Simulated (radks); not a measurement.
**Taking charge from the 5s level of I⁺ in fractions**

The task here is to estimate one member of a computed series from the others.

Method: scalar-relativistic Kohn-Sham, PBE, spin-polarised, spherical densities, finite nucleus; open shells are filled with parallel spins first. Code: radks (a radial shooting solver on a logarithmic mesh, Libxc functionals) version 1.

### The atom as given

| Item | Value |
| --- | --- |
| element | iodine (Z = 53) |
| charge | +1 |
| electrons | 52 |
| configuration | [Kr] 4d10 5s(up 1, down 1) 5p4 |
| nuclear rms radius | 4.75 fm |

A shell typed twice in an input gives spin up, then spin down.

The first run:

Settings of this run:

```text
Z 53
configuration [Kr] 4d10 5s1 5s1 5p4
relativity scalar-relativistic
functional pbe,pbe
spin polarised
nucleus finite rms 4.75 fm
c 137.035999084
```

Launch:

```console
$ python run_ks.py task.json out
```

All runs below come from this command, one after another.

Steps of the session up to this table: Start: [Kr] 4d10 5s(up 1, down 1) 5p4.

One table of the session follows, with a row left open; its other results are not shown here.

It belongs to the step «Start: [Kr] 4d10 5s(up 1, down 1) 5p4». From the orbitals of this run (lengths in bohr):

```
  level     <r>  outermost maximum (interpolated)  90 % within  nodes
  4p up       ?                                 ?            ?      ?
4p down  0.7917                             0.715         1.16      2
  4d up  0.9218                             0.778         1.41      1
4d down  0.9185                             0.778         1.40      1
  5s up   1.924                              1.70         2.79      4
5s down   1.918                              1.68         2.79      4
  5p up   2.312                              1.98         3.41      3
5p down   2.338                              1.98         3.48      3
```

Estimate the missing values for 4p up.

As computed: <r>: 0.7920; outermost maximum (interpolated): 0.715; 90 % within: 1.16; nodes: 2. In the column «<r>» it lies between 4p down (0.7917) and 4d down (0.9185).
